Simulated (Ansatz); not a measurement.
Working through a rigid scan of one bond length of CH4F2Sn, SMILES [CH3][SnH]([F])[F]

Computed with the Python package of Ansatz (0.2.0).

Run as a notebook:

In [1]:
```python
import ansatz as az
import numpy as np

geometry_ang = [
    ('C', [-0.4332, 0.9919, -0.2167]),
    ('Sn', [0.3545, -0.8882, 0.2114]),
    ('F', [2.1337, -0.6593, 0.8723]),
    ('F', [0.4717, -1.9488, -1.4096]),
    ('H', [-1.5122, 0.902, -0.6313]),
    ('H', [-0.5044, 1.6665, 0.6939]),
    ('H', [0.1661, 1.5463, -0.9912]),
    ('H', [-0.5842, -1.6675, 1.4154]),
]
mol = az.Crystal.molecule()
for symbol, xyz in geometry_ang:
    mol = mol.atom(symbol, xyz)
```

In [2]:
```python
symbols = [site.symbol for site in mol.cartesian_sites]
start = np.array([site.position_ang for site in mol.cartesian_sites])
axis = (start[2] - start[1]) / np.linalg.norm(start[2] - start[1])
moving = [2]
lengths, energies = [1.62, 1.76, 1.91, 2.1, 2.39, 2.87, 3.44, 4.21], []
for length in lengths:
    xyz = start.copy()
    xyz[moving] += (length - np.linalg.norm(start[2] - start[1])) * axis
    point = az.Crystal.molecule()
    for symbol, place in zip(symbols, xyz):
        point = point.atom(symbol, place.tolist())
    calculation = point.calculation()
    calculation = calculation.basis(gaussian='def2-SVP')
    calculation = calculation.functional('PBE0', dispersion='d3bj')
    r = calculation.run(threads=1).report
    energies.append(r['free_energy_ev'])
    print(f'r = {length:6.3f} A  E = {energies[-1]:.5f} eV  <S^2> = {abs(r["mean_field"]["state"]["spin_squared"]):.3f}')

print('energy above the lowest point (eV):', [round(e - min(energies), 3) for e in energies])
```
```text
r =  1.620 A  E = -12354.86987 eV  <S^2> = 0.000
r =  1.760 A  E = -12356.50965 eV  <S^2> = 0.000
r =  1.910 A  E = -12357.00783 eV  <S^2> = 0.000
r =  2.100 A  E = -12356.74472 eV  <S^2> = 0.000
r =  2.390 A  E = -12355.68653 eV  <S^2> = 0.000
r =  2.870 A  E = -12353.91665 eV  <S^2> = 0.000
r =  3.440 A  E = -12352.45494 eV  <S^2> = 0.000
r =  4.210 A  E = -12351.37438 eV  <S^2> = 0.000
energy above the lowest point (eV): [2.138, 0.498, 0.0, 0.263, 1.321, 3.091, 4.553, 5.633]
```

Caveats:
- Total energies depend on the basis set; only differences at equal settings carry meaning.
- The rest of the molecule is held rigid at a force-field or estimated start geometry, and the basis set is modest; single-reference methods fail as a bond breaks.
- def2 sets replace the cores of elements past krypton by effective core potentials.
- The orbitals are restricted, so S² is zero by construction.
- Toward dissociation an unrestricted state can lie under the restricted one, by tenths of an eV for polar bonds under a functional and by 1 to 2 eV or more for others.
- Wall time of the script: 22 s on 1 thread of Arm Neoverse V2 (shared host), peak memory 0.24 GiB.
